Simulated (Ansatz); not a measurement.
# InO: the cost of one run

Method: DFT PBE+D3(BJ), scalar-relativistic, plane waves, PAW, in Ansatz 0.2.0.

1 further run of the same task is left out (set aside as unsound or not needed). Runs told in other sessions of the task aren't counted.

## 1. Starting point

Symmetry: P-6m2, No. 187, hexagonal system. The conventional cell has a = 3.430 Å, b = 3.430 Å, c = 15.852 Å, α = 90.00°, β = 90.00°, γ = 120.00°. In (site symmetry 3m) is surrounded by 3 O at 2.13 Å. Around O (site symmetry 3m) lie 3 In at 2.13 Å.

Structure file:

```xyz
4
Lattice="3.4298 0.0000 0.0000 -1.7149 2.9703 0.0000 0.0000 0.0000 15.8520" Properties=species:S:1:pos:R:3 pbc="T T T"
In    1.7149    0.9901    9.3452
In    1.7149    0.9901    6.5068
O     0.0000    0.0000   10.1433
O     0.0000    0.0000    5.7087
```

It goes back to an entry of the Materials Project, which need not be the stable form.

This cell was relaxed beforehand with the same method: volume 40.37 Å³/atom, gap on the mesh 0.44 eV.

## 2. The reference cell

The reference gives a free energy of -12330.5198 eV, pressure -0.02 GPa, largest force 0.002 eV/Å and gap on the mesh 0.44 eV. It was computed beforehand with the settings of the runs below.

## 3. Zone-centre phonons by finite displacements

input.yaml reads:

```yaml
crystal:
  lattice:
    - [3.4297831878, 0.0, 0.0]
    - [-1.7148915939, 2.9702793701, 0.0]
    - [0.0, 0.0, 15.8520221702]
  atoms:
    - { symbol: In, position: [0.6666666667, 0.3333333333, 0.5895266175] }
    - { symbol: In, position: [0.6666666667, 0.3333333333, 0.4104733825] }
    - { symbol: O, position: [0.0, 0.0, 0.6398766435] }
    - { symbol: O, position: [0.0, 0.0, 0.3601233565] }
basis:
  ecutwfc: 420
kpoints:
  mp_grid: { grid: [12, 12, 2] }
hamiltonian:
  xc: pbe
  dispersion: d3bj
scf:
  occupations: { method: gaussian, width: 0.05 }
output:
  eigenvalues: true
phonons:
  method: fd
  supercell: [1, 1, 1]
  amplitude: 0.02
  eigenvectors: true
  dielectric: false
```

On the command line:

```
ansatz run input.yaml --threads 2 --pin off --max-ram 5120MiB --backend cpu --events-out ev --progress --plain --runs-dir out
```

**Question.** How long does this run take on 2 threads of Arm Neoverse V2, shared host, and how much memory does it need?

About 63 s, with a peak of 0.57 GiB.
